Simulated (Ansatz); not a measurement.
# Tc: the cost of one run

Method: DFT PBEsol, scalar-relativistic, in Ansatz 0.2.0.

## Step 1: The structure to begin with

It takes space group Fm-3m (No. 225, cubic). Conventional cell: a = 3.900 Å, b = 3.900 Å, c = 3.900 Å, α = 90.00°, β = 90.00°, γ = 90.00°. Tc (site symmetry m-3m) has 12 Tc at 2.76 Å as nearest neighbours.

Coordinates:

```
CELL_PARAMETERS angstrom
0.00000 1.95000 1.95000
1.95000 0.00000 1.95000
1.95000 1.95000 0.00000
ATOMIC_POSITIONS crystal
Tc 0.00000 0.00000 0.00000
```

## Step 2: After the deformation

Space group Fm-3m before, I4/mmm after.

## Step 3: All-electron LAPW

File input.yaml:

```yaml
crystal:
  lattice:
    - [0.0, 1.95, 1.989]
    - [1.95, 0.0, 1.989]
    - [1.95, 1.95, 0.0]
  atoms:
    - { symbol: Tc, position: [0.0, 0.0, 0.0] }
kpoints:
  mp_grid: { grid: [18, 18, 18] }
  band_path:
    path:
      - [0.0, 0.0, 0.0]
      - [0.0, 0.5, 0.5]
      - [0.25, 0.75, 0.5]
      - [0.0, 0.5, 0.0]
      - [0.0, 0.0, 0.0]
      - [0.5, 0.5, 0.0]
      - [0.3701460977, 0.6298539023, 0.0]
      - [-0.3701460977, 0.3701460977, 0.0]
      - [0.0, 0.0, 0.0]
    npoints: 5
scf:
  occupations: { method: fermi_dirac, width: 0.03 }
hamiltonian:
  xc: pbesol
  pseudopotentials: { kind: all_electron, lapw: { basis_error: 0.00025 } }
output:
  forces: true
  stress: true
  eigenvalues: true
```

Run with:

```bash
$ ansatz run input.yaml --threads 1 --pin off --max-ram 3072MiB --backend cpu --events-out ev --progress --plain --runs-dir out
```

Q: Estimate wall time and peak memory on 1 thread of Intel Xeon 6975P-C (Granite Rapids), shared host.

About 25 s, with a peak of 0.75 GiB.
